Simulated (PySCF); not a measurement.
# GaF: from the state search to spectroscopic constants

One job finds the state of GaF, follows it along the bond with each method and fits the curves.

Computed with PySCF 2.14.0. Level: Ga cc-pVDZ-PP with ECP10, F cc-pVDZ, scalar-relativistic core potentials.

## Step 1: The job

A driver script around PySCF takes these settings:

| Property | Result |
| --- | --- |
| atoms | Ga, F |
| charge | 0 |
| basis | Ga cc-pVDZ-PP with ECP10, F cc-pVDZ |
| Hamiltonian | scalar-relativistic core potentials |
| basis functions | 37 |
| electrons treated | 30 |
| masses in u | 68.9256, 18.9984 |
| levels | PBE0, PBE, r²SCAN, B2PLYP, M06, revPBE, CAM-B3LYP, HF, MP2, SCS-MP2, CCSD, CCSD(T) |
| grid | 80 radial by 434 angular points |
| occupations | held fixed by the projection of orbital angular momentum |
| dissociation limit | Ga + F, each in its ground configuration |
| starting distance in angstrom | 1.820 |
| values of 2S to try | 0, 2 |

Started as:

```bash
$ OMP_NUM_THREADS=1 python dia.py task.json out
```

Further steps of the session: The PBE0 curve of the state that the search chose; Excited determinants; PBE; r²SCAN (meta-GGA); B2PLYP; M06; revPBE; CAM-B3LYP (range-separated hybrid); RHF (mean field); Adding correlation.

What does the calculation give? Wanted: for each run, Re; ωe; De; μ.

The runs gave:

Lowest PBE0 solution found, without spin–orbit coupling: ¹Σ⁺ (singlet), closed shell. State 2 has its PBE0 minimum 4.00 eV higher. The other levels ran on the lowest alone.

```
      level  Re (Å)  ωe (cm⁻¹)  De (eV)  μ (D)
        RHF   1.787        656     3.95  -2.43
    RHF-MP2   1.798        651     5.77    n/a
RHF-SCS-MP2   1.800        648     5.60    n/a
   RHF-CCSD   1.799        648     5.37    n/a
RHF-CCSD(T)   1.802        643     5.46    n/a
        PBE   1.822        612     6.17  -2.08
     revPBE   1.832        601     5.91  -2.12
     r²SCAN   1.799        639     5.94  -2.08
       PBE0   1.802        637     5.76  -2.24
        M06   1.810        623     6.07  -2.69
  CAM-B3LYP   1.794        649     5.94  -2.21
     B2PLYP   1.804        637     5.79  -2.44
```

De is counted to Ga + F in their ground configurations. A positive dipole means Ga(−)F(+).

Differences from CCSD(T) in the same basis:

```
      level  Re (mÅ)  ωe (%)
        RHF      -14    +1.9
    RHF-MP2       -3    +1.1
RHF-SCS-MP2       -2    +0.7
   RHF-CCSD       -3    +0.7
        PBE      +20    -4.9
     revPBE      +30    -6.7
     r²SCAN       -3    -0.6
       PBE0        0    -1.0
        M06       +9    -3.2
  CAM-B3LYP       -7    +0.9
     B2PLYP       +2    -1.0
```

In words: Against CCSD(T) in the same basis, the bond length is nearest at PBE0 (0 mÅ) and farthest at revPBE (+30 mÅ); the wavenumber is nearest at r²SCAN (-0.6 %) and farthest at revPBE (-6.7 %). Hartree–Fock makes the bond too short and too stiff against this reference, as it mostly does. PBE gives a bond that is too long and too soft, as GGAs tend to. CCSD(T) in a basis this small is itself some way from its limit, more so than the functionals. Among the levels with a De in the table, it runs from 3.95 eV (RHF) to 6.17 eV (PBE).

Correlated steps freeze 5 core orbitals. B2PLYP dipoles, levels and charges come from its SCF part alone.
